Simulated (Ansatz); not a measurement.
The same path of a periodic cell of 17 atoms, Mg$_{8}$HO$_{8}$ (host MgO, host structure Fm-3m, interstitial H) was run twice with different band settings. Lost on the way: Mg3–H17, Mg11–H17. Made: Mg5–H17, Mg13–H17.

Level of theory: DFT PBE-D3(BJ), scalar-relativistic, plane waves, PAW in Ansatz 0.2.0. Settings: cutoff 420 eV, k mesh 3x3x3, gaussian smearing 0.05 eV, spin collinear.

Relaxed end points:

```xyz
17
Lattice="0.0000 3.8510 3.8510 3.8510 0.0000 3.8510 3.8510 3.8510 0.0000" Properties=species:S:1:pos:R:3
Mg 0.006 0.004 -0.008
O 1.886 1.884 1.963
Mg 1.917 1.915 -0.008
O 3.888 3.886 1.963
Mg 1.930 -0.009 1.919
O 3.850 1.922 3.850
Mg 3.857 1.915 1.931
O 5.737 3.886 3.812
Mg -0.007 1.928 1.919
O 1.924 3.848 3.850
Mg 1.917 3.855 1.931
O 3.888 5.735 3.812
Mg 1.930 1.928 3.856
O 3.850 3.848 5.776
Mg 3.844 3.842 3.856
O 5.775 5.773 5.776
H 2.887 2.885 0.962
```

```xyz
17
Lattice="0.0000 3.8510 3.8510 3.8510 0.0000 3.8510 3.8510 3.8510 0.0000" Properties=species:S:1:pos:R:3
Mg -0.007 0.004 -0.005
O 1.925 1.922 1.928
Mg 1.920 1.928 0.007
O 3.813 3.886 1.965
Mg 1.932 0.004 1.934
O 3.850 1.922 3.852
Mg 3.844 1.916 1.934
O 5.777 3.849 3.852
Mg 0.005 1.928 1.922
O 1.963 3.886 3.815
Mg 1.920 3.843 1.922
O 3.813 5.736 3.815
Mg 1.932 1.916 3.846
O 3.850 3.849 5.779
Mg 3.856 3.843 3.858
O 5.814 5.736 5.816
H 4.813 2.885 0.965
```

Common settings: movable images 3; climbing image yes; spring 5.0 eV/Å²; force threshold 0.05 eV/Å; end points relaxed.

| run | optimiser | start path | iteration limit | largest step |
| --- | --- | --- | --- | --- |
| 1 | quadratic models (default) | IDPP | 75 | default |
| 2 | fire | default | 50 | 1.0 Å |

Question: What does each run give, and how far can it be trusted?

Answer: Run 1: converged after 8 iterations, highest image 1.373 eV above the first end. By the program's own check the climbing image is of a kind that is not told: the force calls were inconclusive, a negative curvature could not be distinguished from the path's own, the only one lies far off the path, or fixed occupations may fill a level only in part (lowest curvatures found: -6.77 and 1.53 eV/Å²).
Run 2: converged after 24 iterations, highest image 1.374 eV above the first end. The order of the point at the top wasn't checked.
Limits of this set-up: coarse k mesh, a small cell, in which the defect meets its images, a typed lattice constant that wasn't relaxed here.
